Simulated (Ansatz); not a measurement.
**C2H8O2Sn: how energies converge with the basis set**

One table from this session's results is given with a row withheld; the runs are named, their logs left out.

Method: one geometry, several basis sets; program: Ansatz 0.2.0, Gaussian basis.

The runs, in order: PBE0-D4/def2-SVP; ωB97M-V/def2-SVP; PBE0-D4/def2-QZVPP; ωB97M-V/def2-QZVPP; the functionals' def2-TZVPP values are taken from earlier runs.

**The relaxed structure**

All runs share one geometry, relaxed beforehand with PBE0-D4 in a triple-zeta def2 set. Sn takes the def2 core potential; no spin-orbit term is included.

SMILES `C[O][SnH2][O]C`, 13 atoms, charge 0, spin multiplicity 1.

Atoms are counted from 1 here; the program's logs count them from 0.

Bond lengths: C1–O2 1.406 Å, C1–H6 1.098 Å, C1–H7 1.099 Å, C1–H8 1.094 Å, O2–Sn3 1.960 Å, Sn3–O4 1.960 Å, Sn3–H9 1.700 Å, Sn3–H10 1.700 Å, O4–C5 1.406 Å, C5–H11 1.094 Å, C5–H12 1.099 Å, C5–H13 1.098 Å. Angles: O2–C1–H6 112.4°, O2–C1–H7 112.5°, O2–C1–H8 108.2°, H6–C1–H7 107.9°, H6–C1–H8 108.0°, H7–C1–H8 107.7°, C1–O2–Sn3 119.7°, O2–Sn3–O4 106.3°, O2–Sn3–H9 104.2°, O2–Sn3–H10 110.7°, O4–Sn3–H9 110.7°, O4–Sn3–H10 104.2°, H9–Sn3–H10 120.1°, Sn3–O4–C5 119.7°, O4–C5–H11 108.2°, O4–C5–H12 112.5°, O4–C5–H13 112.4°, H11–C5–H12 107.7° and more.

Set-up of the first run:

in.yaml reads:

```yaml
crystal:
  periodic: [false, false, false]
  atoms:
    - {symbol: C, position_ang: [-1.295578, 0.449998, 1.676445]}
    - {symbol: O, position_ang: [-0.424278, 1.236242, 0.901486]}
    - {symbol: Sn, position_ang: [1.303292, 0.502220, 0.336327]}
    - {symbol: O, position_ang: [0.898560, -1.058858, -0.778105]}
    - {symbol: C, position_ang: [0.164229, -0.895349, -1.966361]}
    - {symbol: H, position_ang: [-1.621176, -0.456168, 1.149532]}
    - {symbol: H, position_ang: [-0.847399, 0.142468, 2.631806]}
    - {symbol: H, position_ang: [-2.184374, 1.046022, 1.903111]}
    - {symbol: H, position_ang: [1.998517, 1.742051, -0.596156]}
    - {symbol: H, position_ang: [2.145963, -0.141008, 1.665314]}
    - {symbol: H, position_ang: [0.062791, -1.874422, -2.443538]}
    - {symbol: H, position_ang: [0.663930, -0.225982, -2.680764]}
    - {symbol: H, position_ang: [-0.844077, -0.501814, -1.783999]}
basis:
  gaussian: {orbitals: def2-SVP}
hamiltonian: {xc: pbe0, dispersion: d4}
output: {orbitals: {seedname: orbitals}}
```

Started as:

```
> ansatz run in.yaml --threads 4 --pin off --events-out ev --progress --plain --max-ram 11315MiB
```

Among the steps run: PBE0-D4 in def2-SVP; ωB97M-V in def2-SVP; PBE0-D4 in def2-QZVPP; ωB97M-V in def2-QZVPP.

One of the session's tables, all rows but one given; the rest of the session is left out.

It belongs to the step «Functionals by basis». 

| functional | basis | HOMO (eV) | LUMO (eV) |
| --- | --- | --- | --- |
| PBE0-D4 | def2-SVP | -7.48 | 0.18 |
| PBE0-D4 | def2-TZVPP | -7.65 | -0.17 |
| PBE0-D4 | def2-QZVPP | -7.69 | -0.27 |
| ωB97M-V | def2-SVP | ? | ? |
| ωB97M-V | def2-TZVPP | -10.05 | 1.32 |
| ωB97M-V | def2-QZVPP | -10.09 | 1.02 |

Estimate the missing values for ωB97M-V, def2-SVP.

The run gave: HOMO (eV): -9.85; LUMO (eV): 2.02. In the column «HOMO (eV)» it lies between ωB97M-V, def2-TZVPP (-10.05) and PBE0-D4, def2-QZVPP (-7.69).
